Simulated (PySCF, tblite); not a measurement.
# C₅H₇N₃Si: geometry, infrared bands and NMR shifts

What infrared bands and NMR shifts should C₅H₇N₃Si (`C#Cc1nnc([SiH3])n1C`) show?

The runs use tblite 0.8.0 and PySCF 2.14.0, with density-fitted response routines of our own; the level of theory stands in each step. All values are computed, except where a source is named. Atoms count from 0, in the outputs and in this text.

## 1. The starting structure

16 atoms, charge 0, multiplicity 1; geometry from: force field or distance geometry start.

Bonds of the start (Å): C0–C1 1.24, C1–C2 1.43, C2–N3 1.34, N3–N4 1.34, N4–C5 1.36, C5–Si6 1.84, C5–N7 1.37, N7–C8 1.42, N7–C2 1.35, C0–H9 1.04, Si6–H10 1.49, Si6–H11 1.45, Si6–H12 1.49, C8–H13 1.12, C8–H14 1.10, C8–H15 1.11.

## 2. Optimising the geometry with GFN2-xTB

The job: settings as JSON, then the geometry in Å.

```
{"job": {"kind": "relax", "xc": "GFN2-xTB", "basis": "xTB"}, "charge": 0, "multiplicity": 1}
C      3.691700    -0.856100    -0.104300
C      2.458400    -0.919200    -0.172600
C      1.027900    -0.999400    -0.225900
N      0.341700    -2.104800    -0.558000
N     -0.976300    -1.862000    -0.517800
C     -1.105700    -0.548500    -0.181600
Si    -2.736500     0.278200    -0.016400
N      0.134300    -0.009600     0.007900
C      0.483200     1.322500     0.374000
H      4.730400    -0.790700    -0.030400
H     -3.636400    -0.335200    -1.037600
H     -2.688700     1.706700    -0.284200
H     -3.388800    -0.030400     1.284600
H     -0.322600     1.715800     1.038600
H      1.451400     1.413300     0.892300
H      0.528400     2.028300    -0.480100
```

Command:

```
$ OMP_NUM_THREADS=1 python probes_run.py task.json out
```

The driver reads the jobs from task.json and runs them one after another.

**Question.** This job is followed by: GFN2-xTB harmonic vibrations, gas phase; GIAO PBE0/pcSseg-1 NMR shielding, non-relativistic, gas phase. What will the session give for the following? strongest single infrared mode (GFN2-xTB); zero-point energy (GFN2-xTB); 13C shifts against TMS (PBE0/pcSseg-1); 1H shifts against TMS (PBE0/pcSseg-1, means over atoms taken as alike); 15N shifts against NH3 (PBE0/pcSseg-1); 29Si shifts against TMS (PBE0/pcSseg-1); surface potential, 1st and 99th percentile.

As calculated:

| quantity | value |
| --- | --- |
| strongest single infrared mode (GFN2-xTB) | 2218 cm⁻¹, 386 km/mol |
| zero-point energy (GFN2-xTB) | 67.2 kcal/mol |
| 13C shifts against TMS (PBE0/pcSseg-1) | 151.5, 146.1, 96.7, 76.2, 31.2 ppm |
| 1H shifts against TMS (PBE0/pcSseg-1, means over atoms taken as alike) | 4.60, 3.90, 3.33 ppm |
| 15N shifts against NH3 (PBE0/pcSseg-1) | 397.7, 394.0, 207.9 ppm |
| 29Si shifts against TMS (PBE0/pcSseg-1) | -88.7 ppm |
| surface potential, 1st and 99th percentile | -2.17 V and 1.68 V |

Relaxing lowered the energy by 0.384 eV in 81 steps; the close pair that moved most is N4–C5, from 1.362 to 1.312 Å. All 42 modes are real, so the xTB geometry is a minimum. The strongest single mode, at 2218 cm⁻¹, moves mainly H12. Unscaled tight-binding wavenumbers are off by several per cent, some by more. Its intensities can rank the bands wrongly. NICS(1)zz of -30 ppm above the planar ring from C2 marks a diatropic (aromatic) ring current. By nearest atom (PBE0/pcSseg-1), the HOMO sits on C0, C2, C5 about 19 % each; N3, N4 about 13 % each and the LUMO on C0, C2 about 17 % each; N7 13 %.
